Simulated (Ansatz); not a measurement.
# Si2W3: the cost of one run

Program: Ansatz 0.2.0. Level of theory: DFT PBE, scalar-relativistic, plane waves, PAW. These are calculated values, not measurements.

1 further run of the same task is left out (it didn't finish). Runs told in other sessions of the task aren't counted.

### 1 The structure to begin with

Symmetry: P4/mbm, No. 127, tetragonal system. Conventional cell: a = 6.630 Å, b = 6.630 Å, c = 3.312 Å, α = 90.00°, β = 90.00°, γ = 90.00°. Si (site symmetry m2m) is surrounded by 1 Si at 2.52 Å and 8 W at 2.55 to 2.58 Å. W (site symmetry 4/m) is surrounded by 4 Si at 2.58 Å. W (site symmetry m2m) is surrounded by 6 Si at 2.55 to 2.56 Å.

As a file:

```
Si W
1.0
     6.63003    0.00000    0.00000
     0.00000    6.63003    0.00000
     0.00000    0.00000    3.31232
Si W
4 6
Direct
  0.13423 0.63423 0.00000
  0.86577 0.36577 0.00000
  0.63423 0.86577 0.00000
  0.36577 0.13423 0.00000
  0.50000 0.50000 0.00000
  0.00000 0.00000 0.00000
  0.65951 0.15951 0.50000
  0.34049 0.84049 0.50000
  0.15951 0.34049 0.50000
  0.84049 0.65951 0.50000
```

It goes back to an entry of the Materials Project, which need not be the stable form.

It is the result of an earlier relaxation at this level (volume 14.56 Å³/atom; gap on the mesh: none (metal)).

### 2 The reference cell

The reference gives a free energy of -64852.0603 eV, pressure -0.01 GPa, largest force 0.023 eV/Å and gap on the mesh none (metal). It was computed beforehand with the settings of the runs below.

### 3 The scan: shifting one sublattice

Every Si atom is moved by x along the Cartesian unit vector (-0.707, -0.707, 0.000); the cell and all other atoms stay fixed. Forces below are components along that vector, summed over the moved atoms.

### 4 Point x = -0.100 Å

File input.yaml:

```yaml
crystal:
  lattice:
    - [6.6300342967, 0.0, 0.0]
    - [0.0, 6.6300342967, 0.0]
    - [0.0, 0.0, 3.3123213826]
  atoms:
    - { symbol: Si, position: [0.1448981941, 0.6448981941, 0.0] }
    - { symbol: Si, position: [0.8764322169, 0.3764322169, 0.0] }
    - { symbol: Si, position: [0.6448981941, 0.8764322169, 0.0] }
    - { symbol: Si, position: [0.3764322169, 0.1448981941, 0.0] }
    - { symbol: W, position: [0.5, 0.5, 0.0] }
    - { symbol: W, position: [0.0, 0.0, 0.0] }
    - { symbol: W, position: [0.6595119696, 0.1595119696, 0.5] }
    - { symbol: W, position: [0.3404880304, 0.8404880304, 0.5] }
    - { symbol: W, position: [0.1595119696, 0.3404880304, 0.5] }
    - { symbol: W, position: [0.8404880304, 0.6595119696, 0.5] }
basis:
  ecutwfc: 420
kpoints:
  mp_grid: { grid: [6, 6, 12] }
hamiltonian:
  xc: pbe
scf:
  occupations: { method: gaussian, width: 0.15 }
output:
  forces: true
  stress: true
  eigenvalues: true
```

The run is started by

```bash
ansatz run input.yaml --threads 2 --pin off --max-ram 5120MiB --backend cpu --events-out ev --progress --plain --runs-dir out
```

Q: Estimate wall time and peak memory on 2 threads of Intel Xeon at 2.50GHz (Skylake/Cascade Lake), shared host.

About 59 s, with a peak of 0.8 GiB.
